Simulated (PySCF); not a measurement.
**Tl2H6: how settings move a single point**

Aim: repeat the single point on relaxed Tl2H6 with altered settings, some of them bad on purpose. It is a constructed species; whether it can be made isn't addressed.

The runs use PySCF 2.14.0; B3LYP, Tl def2-SVP with ECP60, H def2-SVP; scalar-relativistic core potentials, no spin–orbit coupling.

1 further run of the same task is left out (for a known fault of the program).

### 1 The system as given

8 atoms, charge 0, spin multiplicity 1.

Bond lengths: Tl1–Tl2 3.160 Å, Tl1–H3 2.042 Å, Tl1–H4 2.042 Å, Tl1–H5 1.715 Å, Tl1–H6 1.715 Å, Tl2–H3 2.042 Å, Tl2–H4 2.042 Å, Tl2–H7 1.715 Å, Tl2–H8 1.715 Å. Angles: Tl2–Tl1–H3 39.3°, Tl2–Tl1–H4 39.3°, Tl2–Tl1–H5 107.3°, Tl2–Tl1–H6 107.3°, H3–Tl1–H4 78.6°, H3–Tl1–H5 103.3°, H3–Tl1–H6 103.3°, H4–Tl1–H5 103.3°, H4–Tl1–H6 103.3°, H5–Tl1–H6 145.4°, Tl1–Tl2–H3 39.3°, Tl1–Tl2–H4 39.3°, Tl1–Tl2–H7 107.3°, Tl1–Tl2–H8 107.3°, H3–Tl2–H4 78.6°, H3–Tl2–H7 103.3°, H3–Tl2–H8 103.3°, H4–Tl2–H7 103.3° and more.

Coordinates:

```xyz
8
H6Tl2
Tl    0.00000    0.00000    1.58003
Tl    0.00000    0.00000   -1.58003
H     1.29383    0.00000    0.00000
H    -1.29383    0.00000    0.00000
H     0.00000    1.63735    2.08934
H     0.00000   -1.63735    2.08934
H     0.00000    1.63735   -2.08934
H     0.00000   -1.63735   -2.08934
```

Formal oxidation states: Tl +3. An earlier session relaxed this geometry at B3LYP, Tl def2-SVP with ECP60, H def2-SVP (singlet, point group D2h).

The sound run used a (50, 194) grid (finer on f atoms), a threshold of 1e-8 and at most 55 cycles, and ended at -348.621095 Eh.

### 2 Altered run 1

Contents of run.py (the lines that set the calculation):

```python
mol = gto.M(atom='''
Tl     0.00000     0.00000     1.58003
Tl     0.00000     0.00000    -1.58003
H      1.29383     0.00000     0.00000
H     -1.29383     0.00000     0.00000
H      0.00000     1.63735     2.08934
H      0.00000    -1.63735     2.08934
H      0.00000     1.63735    -2.08934
H      0.00000    -1.63735    -2.08934''',
    basis={'Tl': 'def2-SVP', 'H': 'def2-SVP'},
    ecp={'Tl': 'def2-SVP'},
    charge=0, spin=0)
mf = dft.RKS(mol, xc='B3LYP')
mf.grids.atom_grid = (50, 194)
mf = mf.density_fit()  # fitting sets: Tl def2-universal-JKFIT, H def2-universal-JKFIT
mf.conv_tol = 1e-05; mf.max_cycle = 55
mf.kernel(dm0)  # dm0: free metal ions and neutral atoms
```

On the command line:

```console
OMP_NUM_THREADS=2 python run.py
```

Output:

```text
init E= -348.771314481611
  HOMO = -0.241920606335492  LUMO = -0.0487806974691232  gap/eV = 5.25560
cycle= 1 E= -348.609424273461  delta_E= 0.162  |g|= 0.165  |ddm|= 2.68
  HOMO = -0.279447880826218  LUMO = -0.0581927870333366  gap/eV = 6.02066
cycle= 2 E= -348.61931037169  delta_E= -0.00989  |g|= 0.0771  |ddm|= 0.477
  HOMO = -0.278540877205445  LUMO = -0.0540192304681941  gap/eV = 6.10955
cycle= 3 E= -348.621049922981  delta_E= -0.00174  |g|= 0.0117  |ddm|= 0.142
  HOMO = -0.277860420191889  LUMO = -0.0544032851029108  gap/eV = 6.08058
cycle= 4 E= -348.621092122265  delta_E= -4.22e-05  |g|= 0.00268  |ddm|= 0.0227
  HOMO = -0.277404267065827  LUMO = -0.0541050063699107  gap/eV = 6.07628
cycle= 5 E= -348.621094300058  delta_E= -2.18e-06  |g|= 0.000682  |ddm|= 0.00637
  HOMO = -0.277787388816972  LUMO = -0.0542335944573935  gap/eV = 6.08321
Extra cycle  E= -348.621094359824  delta_E= -5.98e-08  |g|= 0.000621  |ddm|= 0.00221
converged SCF energy = -348.621094359824
```

Wall time 3 s (2 threads of Arm Neoverse V1, shared host).

Changed: the SCF threshold (1e-05). It converges in 5 cycles, at the sound run's energy within 0.001 eV, with a largest force component of 0.00 eV/Å. The result survives the change.

### 3 Altered run 2

run.py (the lines that set the calculation), as its differences from that of step 2:

```diff
@@ -13,5 +13,5 @@
 mf = dft.RKS(mol, xc='B3LYP')
-mf.grids.atom_grid = (50, 194)
+mf.grids.atom_grid = (40, 110)
 mf = mf.density_fit()  # fitting sets: Tl def2-universal-JKFIT, H def2-universal-JKFIT
-mf.conv_tol = 1e-05; mf.max_cycle = 55
+mf.conv_tol = 1e-08; mf.max_cycle = 55
 mf.kernel(dm0)  # dm0: free metal ions and neutral atoms
```

On the command line:

```console
OMP_NUM_THREADS=2 python run.py
```

Output:

```text
init E= -348.771113254162
  HOMO = -0.241965915468458  LUMO = -0.0488108224759944  gap/eV = 5.25602
cycle= 1 E= -348.609648265704  delta_E= 0.161  |g|= 0.165  |ddm|= 2.68
  HOMO = -0.279492337893347  LUMO = -0.058201128353302  gap/eV = 6.02164
cycle= 2 E= -348.619561965126  delta_E= -0.00991  |g|= 0.0771  |ddm|= 0.477
  HOMO = -0.27863272655178  LUMO = -0.0540441091964796  gap/eV = 6.11137
cycle= 3 E= -348.621303189351  delta_E= -0.00174  |g|= 0.0117  |ddm|= 0.142
  HOMO = -0.27793497046709  LUMO = -0.054421525261378  gap/eV = 6.08211
cycle= 4 E= -348.621345248709  delta_E= -4.21e-05  |g|= 0.00268  |ddm|= 0.0227
  HOMO = -0.277483963936827  LUMO = -0.0541242383294689  gap/eV = 6.07793
cycle= 5 E= -348.621347424152  delta_E= -2.18e-06  |g|= 0.000681  |ddm|= 0.00637
  HOMO = -0.277716999174516  LUMO = -0.0541966788121444  gap/eV = 6.08230
cycle= 6 E= -348.621347642405  delta_E= -2.18e-07  |g|= 0.000122  |ddm|= 0.00129
  HOMO = -0.277702575285695  LUMO = -0.0541962058937324  gap/eV = 6.08192
cycle= 7 E= -348.621347648163  delta_E= -5.76e-09  |g|= 9.98e-06  |ddm|= 0.000206
  HOMO = -0.277703532782962  LUMO = -0.0541976741896812  gap/eV = 6.08190
Extra cycle  E= -348.62134764818  delta_E= -1.73e-11  |g|= 8.57e-06  |ddm|= 2.91e-05
converged SCF energy = -348.62134764818
```

Run time: 2.7 s. Hardware: 2 threads of Arm Neoverse V1, shared host.

Changed: the integration grid, to (40, 110). It converges in 7 cycles, -0.007 eV from the sound run, with a largest force component of 0.05 eV/Å. The result survives the change.

### 4 Altered run 3

run.py (the lines that set the calculation), as its differences from that of step 3:

```diff
@@ -8,3 +8,3 @@
 H      0.00000     1.63735    -2.08934
-H      0.00000    -1.63735    -2.08934''',
+H      0.00000    -0.20375     1.12343''',
     basis={'Tl': 'def2-SVP', 'H': 'def2-SVP'},
@@ -13,5 +13,5 @@
 mf = dft.RKS(mol, xc='B3LYP')
-mf.grids.atom_grid = (40, 110)
+mf.grids.atom_grid = (50, 194)
 mf = mf.density_fit()  # fitting sets: Tl def2-universal-JKFIT, H def2-universal-JKFIT
-mf.conv_tol = 1e-08; mf.max_cycle = 55
+mf.conv_tol = 1e-08; mf.max_cycle = 61
 mf.kernel(dm0)  # dm0: free metal ions and neutral atoms
```

On the command line:

```console
OMP_NUM_THREADS=2 python run.py
```

Output:

```text
init E= -345.453732017122
  HOMO = -0.175244582619823  LUMO = -0.0412489125217963  gap/eV = 3.64621
cycle= 1 E= -342.603942225376  delta_E= 2.85  |g|= 0.845  |ddm|= 11.4
  HOMO = -0.206174653783905  LUMO = -0.182791622920393  gap/eV = 0.63628
cycle= 2 E= -341.515582458462  delta_E= 1.09  |g|= 1.56  |ddm|= 6.89
  HOMO = -0.21047057119091  LUMO = -0.104467010328547  gap/eV = 2.88450
cycle= 3 E= -342.866392093392  delta_E= -1.35  |g|= 0.342  |ddm|= 5.08
  HOMO = -0.160457334831423  LUMO = -0.0812634218550627  gap/eV = 2.15498
cycle= 4 E= -342.912153136736  delta_E= -0.0458  |g|= 0.0942  |ddm|= 1.43
  HOMO = -0.174751605022958  LUMO = -0.0819552813239407  gap/eV = 2.52512
cycle= 5 E= -342.915327017938  delta_E= -0.00317  |g|= 0.0273  |ddm|= 0.247
  HOMO = -0.177614633619924  LUMO = -0.0798096551803657  gap/eV = 2.66141
cycle= 6 E= -342.915781439229  delta_E= -0.000454  |g|= 0.00409  |ddm|= 0.0874
  HOMO = -0.177795822396488  LUMO = -0.0795274295914365  gap/eV = 2.67402
cycle= 7 E= -342.915788689384  delta_E= -7.25e-06  |g|= 0.00125  |ddm|= 0.0153
  HOMO = -0.177797624070613  LUMO = -0.0795517967563687  gap/eV = 2.67341
cycle= 8 E= -342.915789166074  delta_E= -4.77e-07  |g|= 0.000326  |ddm|= 0.00391
  HOMO = -0.177763695765423  LUMO = -0.0795627707196885  gap/eV = 2.67218
cycle= 9 E= -342.915789210895  delta_E= -4.48e-08  |g|= 7.91e-05  |ddm|= 0.000958
  HOMO = -0.177760755450273  LUMO = -0.0795695579640384  gap/eV = 2.67192
cycle= 10 E= -342.915789214391  delta_E= -3.5e-09  |g|= 2.09e-05  |ddm|= 0.000194
  HOMO = -0.17775669254947  LUMO = -0.0795701433716089  gap/eV = 2.67179
Extra cycle  E= -342.915789214248  delta_E= 1.43e-10  |g|= 2.67e-05  |ddm|= 0.000142
converged SCF energy = -342.915789214248
```

It took 3.4 s on 2 threads of Arm Neoverse V1, shared host.

Changed: one atom's place (atom 8 put 0.5 Å from the metal); the cycle limit is 61. It converges in 10 cycles, +155.249 eV from the sound run, with a largest force component of 795.48 eV/Å. The setting is unsound, so these numbers aren't the compound's.

### 5 Altered run 4

run.py (the lines that set the calculation), as its differences from that of step 4:

```diff
@@ -8,3 +8,3 @@
 H      0.00000     1.63735    -2.08934
-H      0.00000    -0.20375     1.12343''',
+H      0.00000    -1.63735    -2.08934''',
     basis={'Tl': 'def2-SVP', 'H': 'def2-SVP'},
@@ -15,3 +15,3 @@
 mf = mf.density_fit()  # fitting sets: Tl def2-universal-JKFIT, H def2-universal-JKFIT
-mf.conv_tol = 1e-08; mf.max_cycle = 61
-mf.kernel(dm0)  # dm0: free metal ions and neutral atoms
+mf.conv_tol = 1e-08; mf.max_cycle = 55
+mf.kernel(dm0)  # dm0: smeared density
```

On the command line:

```console
OMP_NUM_THREADS=2 python run.py
```

Output:

```text
init E= -348.594064069873
  HOMO = -0.280066957602588  LUMO = -0.0565065580783397  gap/eV = 6.08339
cycle= 1 E= -348.621051115221  delta_E= -0.027  |g|= 0.00909  |ddm|= 0.152
  HOMO = -0.275393720565629  LUMO = -0.0535382305401599  gap/eV = 6.03700
cycle= 2 E= -348.621068712367  delta_E= -1.76e-05  |g|= 0.0074  |ddm|= 0.0276
  HOMO = -0.277585135631739  LUMO = -0.0541750083109784  gap/eV = 6.07930
cycle= 3 E= -348.621094373836  delta_E= -2.57e-05  |g|= 0.000685  |ddm|= 0.0125
  HOMO = -0.277606266776243  LUMO = -0.0541590909856016  gap/eV = 6.08031
cycle= 4 E= -348.621094511606  delta_E= -1.38e-07  |g|= 0.000225  |ddm|= 0.0014
  HOMO = -0.27762478842684  LUMO = -0.0541787214404996  gap/eV = 6.08028
cycle= 5 E= -348.62109452514  delta_E= -1.35e-08  |g|= 1.43e-05  |ddm|= 0.000388
  HOMO = -0.277624205792097  LUMO = -0.0541782698029705  gap/eV = 6.08027
cycle= 6 E= -348.621094525201  delta_E= -6.08e-11  |g|= 2.22e-06  |ddm|= 2.52e-05
  HOMO = -0.277623543757033  LUMO = -0.0541776475234821  gap/eV = 6.08027
Extra cycle  E= -348.621094525207  delta_E= -5.91e-12  |g|= 2.19e-06  |ddm|= 8.5e-06
converged SCF energy = -348.621094525207
```

Run time: 3.1 s. Hardware: 2 threads of Arm Neoverse V1, shared host.

Changed: the starting guess (smeared density). It converges in 6 cycles, at the sound run's energy within 0.001 eV, with a largest force component of 0.00 eV/Å. The result survives the change.

### 6 Altered run 5

Contents of run.py (the lines that set the calculation):

```python
mol = gto.M(atom='''
Tl     0.00000     0.00000     1.76963
Tl     0.00000     0.00000    -1.76963
H      1.44908     0.00000     0.00000
H     -1.44908     0.00000     0.00000
H      0.00000     1.83383     2.34007
H      0.00000    -1.83383     2.34007
H      0.00000     1.83383    -2.34007
H      0.00000    -1.83383    -2.34007''',
    basis={'Tl': 'def2-SVP', 'H': 'def2-SVP'},
    ecp={'Tl': 'def2-SVP'},
    charge=0, spin=0)
mf = dft.RKS(mol, xc='B3LYP')
mf.grids.atom_grid = (50, 194)
mf = mf.density_fit()  # fitting sets: Tl def2-universal-JKFIT, H def2-universal-JKFIT
mf.conv_tol = 1e-08; mf.max_cycle = 55
mf.kernel(dm0)  # dm0: free metal ions and neutral atoms
```

On the command line:

```console
OMP_NUM_THREADS=2 python run.py
```

Output:

```text
init E= -348.374170093312
  HOMO = -0.236249977718487  LUMO = -0.0846395542000575  gap/eV = 4.12553
cycle= 1 E= -348.549811154379  delta_E= -0.176  |g|= 0.189  |ddm|= 2.43
  HOMO = -0.237066488574564  LUMO = -0.106975526264712  gap/eV = 3.53996
cycle= 2 E= -348.562912658093  delta_E= -0.0131  |g|= 0.141  |ddm|= 0.756
  HOMO = -0.266198295101823  LUMO = -0.103843846866308  gap/eV = 4.41789
cycle= 3 E= -348.573386484401  delta_E= -0.0105  |g|= 0.034  |ddm|= 0.326
  HOMO = -0.259308746418291  LUMO = -0.0991874426326786  gap/eV = 4.35712
cycle= 4 E= -348.573751422545  delta_E= -0.000365  |g|= 0.00201  |ddm|= 0.0574
  HOMO = -0.258895454985056  LUMO = -0.0990077874146849  gap/eV = 4.35077
cycle= 5 E= -348.573752831854  delta_E= -1.41e-06  |g|= 0.00077  |ddm|= 0.00472
  HOMO = -0.259140856947096  LUMO = -0.0989797436556348  gap/eV = 4.35821
cycle= 6 E= -348.573753188311  delta_E= -3.56e-07  |g|= 0.000202  |ddm|= 0.00177
  HOMO = -0.259117717785069  LUMO = -0.0989828384660161  gap/eV = 4.35749
cycle= 7 E= -348.573753204645  delta_E= -1.63e-08  |g|= 2e-05  |ddm|= 0.000346
  HOMO = -0.259119842065417  LUMO = -0.0989872404761147  gap/eV = 4.35743
cycle= 8 E= -348.573753204816  delta_E= -1.71e-10  |g|= 1.25e-06  |ddm|= 3.5e-05
  HOMO = -0.259119162308026  LUMO = -0.0989868407669361  gap/eV = 4.35742
Extra cycle  E= -348.573753204823  delta_E= -6.54e-12  |g|= 1.24e-06  |ddm|= 5.63e-06
converged SCF energy = -348.573753204823
```

Run time: 3 s. Hardware: 2 threads of Arm Neoverse V1, shared host.

Changed: the scale of all coordinates (1.12). It converges in 8 cycles, +1.288 eV from the sound run, with a largest force component of 1.58 eV/Å. The setting is unsound, so these numbers aren't the compound's.

### 7 Altered run 6

Contents of run.py (the lines that set the calculation):

```python
mol = gto.M(atom='''
Tl     0.00000     0.00000     1.58003
Tl     0.00000     0.00000    -1.58003
H      1.29383     0.00000     0.00000
H     -1.29383     0.00000     0.00000
H      0.00000     1.63735     2.08934
H      0.00000    -1.63735     2.08934
H      0.00000     1.63735    -2.08934
H      0.00000    -1.63735    -2.08934''',
    basis={'Tl': 'def2-SVP', 'H': 'def2-SVP'},
    ecp={'Tl': 'def2-SVP'},
    charge=0, spin=0)
mf = dft.RKS(mol, xc='B3LYP')
mf.grids.atom_grid = (50, 194)
mf = mf.density_fit()  # fitting sets: Tl def2-universal-JKFIT, H def2-universal-JKFIT
mf.conv_tol = 1e-08; mf.max_cycle = 8
mf.kernel(dm0)  # dm0: free metal ions and neutral atoms
```

On the command line:

```console
OMP_NUM_THREADS=2 python run.py
```

Output:

```text
init E= -348.771314481611
  HOMO = -0.241920606335492  LUMO = -0.0487806974691232  gap/eV = 5.25560
cycle= 1 E= -348.609424273461  delta_E= 0.162  |g|= 0.165  |ddm|= 2.68
  HOMO = -0.279447880826218  LUMO = -0.0581927870333366  gap/eV = 6.02066
cycle= 2 E= -348.61931037169  delta_E= -0.00989  |g|= 0.0771  |ddm|= 0.477
  HOMO = -0.278540877205445  LUMO = -0.0540192304681941  gap/eV = 6.10955
cycle= 3 E= -348.621049922981  delta_E= -0.00174  |g|= 0.0117  |ddm|= 0.142
  HOMO = -0.277860420191889  LUMO = -0.0544032851029108  gap/eV = 6.08058
cycle= 4 E= -348.621092122265  delta_E= -4.22e-05  |g|= 0.00268  |ddm|= 0.0227
  HOMO = -0.277404267065827  LUMO = -0.0541050063699107  gap/eV = 6.07628
cycle= 5 E= -348.621094300058  delta_E= -2.18e-06  |g|= 0.000682  |ddm|= 0.00637
  HOMO = -0.277637561761386  LUMO = -0.0541773387625621  gap/eV = 6.08066
cycle= 6 E= -348.621094519455  delta_E= -2.19e-07  |g|= 0.000121  |ddm|= 0.00129
  HOMO = -0.27762335174615  LUMO = -0.0541769597583972  gap/eV = 6.08029
cycle= 7 E= -348.621094525168  delta_E= -5.71e-09  |g|= 9.97e-06  |ddm|= 0.000206
  HOMO = -0.277624319952433  LUMO = -0.0541784339986808  gap/eV = 6.08027
Extra cycle  E= -348.621094525186  delta_E= -1.83e-11  |g|= 8.58e-06  |ddm|= 2.91e-05
converged SCF energy = -348.621094525186
```

Wall time 3.2 s (2 threads of Arm Neoverse V1, shared host).

Changed: the cycle limit (8). It converges in 7 cycles, at the sound run's energy within 0.001 eV, with a largest force component of 0.00 eV/Å. The result survives the change.

### 8 Side by side

| run | changed | ending | energy change (eV) | cycles | time | usable |
| --- | --- | --- | --- | --- | --- | --- |
| 1 | the SCF threshold | converged | 0.000 | 5 | 3 s | yes |
| 2 | the integration grid | converged | -0.007 | 7 | 2.7 s | yes |
| 3 | one atom's place | converged | +155.249 | 10 | 3.4 s | no |
| 4 | the starting guess | converged | 0.000 | 6 | 3.1 s | yes |
| 5 | the scale of all coordinates | converged | +1.288 | 8 | 3 s | no |
| 6 | the cycle limit | converged | 0.000 | 7 | 3.2 s | yes |

4 of 6 altered runs give a usable result. 2 ended normally with numbers unfit to quote.
